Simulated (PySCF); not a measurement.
**MoO₂Cl: relaxation and vibrations of the doublet**

Aim: relax MoO₂Cl as a doublet from a trigonal planar start, check by its vibrations whether the end is a minimum, and collect its spectrum and constants.

Method: PBE0, basis Mo def2-TZVP with ECP28, O def2-TZVP, Cl def2-TZVP, scalar-relativistic core potentials, no spin–orbit coupling, density fitting; program: PySCF 2.14.0.

**1. The system as given**

4 atoms, charge 0, spin multiplicity 2.

Bond lengths: Mo1–O2 1.780 Å, Mo1–O3 1.780 Å, Mo1–Cl4 2.370 Å. Angles: O2–Mo1–O3 120.0°, O2–Mo1–Cl4 120.0°, O3–Mo1–Cl4 120.0°.

```xyz
4
charge 0 multiplicity 2
Mo    0.0000    0.0000    0.0000
O    -0.8900    1.5415    0.0000
O    -0.8900   -1.5415    0.0000
Cl    2.3700    0.0000    0.0000
```

**2. Finding the electronic state**

The steps below are one call of a driver around PySCF. For each, scf.py gives the equivalent set-up of the SCF; relaxations use the driver's own optimiser. After this first run the driver tries any further starts and a stability analysis.

scf.py reads:

```python
from pyscf import gto, scf, dft
mol = gto.M(atom='''
Mo     0.000000     0.000000     0.000000
O     -0.890000     1.541500     0.000000
O     -0.890000    -1.541500     0.000000
Cl     2.370000     0.000000     0.000000''',
    basis={'Mo': 'def2-TZVP', 'O': 'def2-TZVP', 'Cl': 'def2-TZVP'},
    ecp={'Mo': 'def2-TZVP'},
    charge=0, spin=1)
mf = dft.UKS(mol, xc='PBE0')
mf.grids.atom_grid = (50, 194)
aux = {'Mo': 'def2-universal-JKFIT', 'O': 'def2-universal-JKFIT', 'Cl': 'def2-universal-JKFIT'}
mf = mf.density_fit(auxbasis=aux)
mf.conv_tol = 1e-08
mf.diis_space = 10
mf.max_cycle = 60
mf.init_guess = 'minao'
mf.verbose = 4
mf.kernel()
```

On the command line:

```
> OMP_NUM_THREADS=4 python axn.py task.json out
```

The runs that follow: Trigonal planar start, doublet: relaxation; Frequencies; Downhill along the imaginary mode; Vibrations and properties at this point.

**Question.** What will these runs give? Wanted: minimum; geometry; wavenumbers; dipole moment; highest occupied, lowest empty level; polar-tensor charge of Mo1; zero-point energy; atomisation energy; ⟨S²⟩.

The runs gave:

| quantity | value |
| --- | --- |
| minimum | doublet, Cs |
| geometry | Mo–Cl 2.256 Å, Mo–O 1.673 Å (×2); Cl–Mo–O 118.1° (×2), O–Mo–O 111.0° |
| wavenumbers (cm⁻¹) | 129 (a'), 171 (a''), 325 (a'), 450 (a'), 1019 (a''), 1065 (a') |
| dipole moment | 2.08 D |
| highest occupied, lowest empty level (either spin) | -7.62, -3.87 eV |
| polar-tensor charge of Mo1 | +1.86 e |
| zero-point energy | 18.9 kJ/mol |
| entropy at 298.15 K | 320.7 J/(mol K) |
| atomisation energy (no zero-point energy) | 1532 kJ/mol |
| ⟨S²⟩ | 0.758 |

**Reading.** The trigonal planar start (C2v) ends in a minimum of Cs symmetry, after a stop at a saddle point 4.4 kJ/mol higher, from which it was pushed off along an imaginary mode. The strongest infrared band lies at 1019 cm⁻¹ (a'', stretch). Most of the spin sits on Mo1 (Mulliken spin 1.04, against 1 for the whole molecule). The first SCF alone would have been 76 kJ/mol too high. Other starts or spin states, not run here, may lie lower. One determinant may miss the lowest occupation of an open d or f shell.
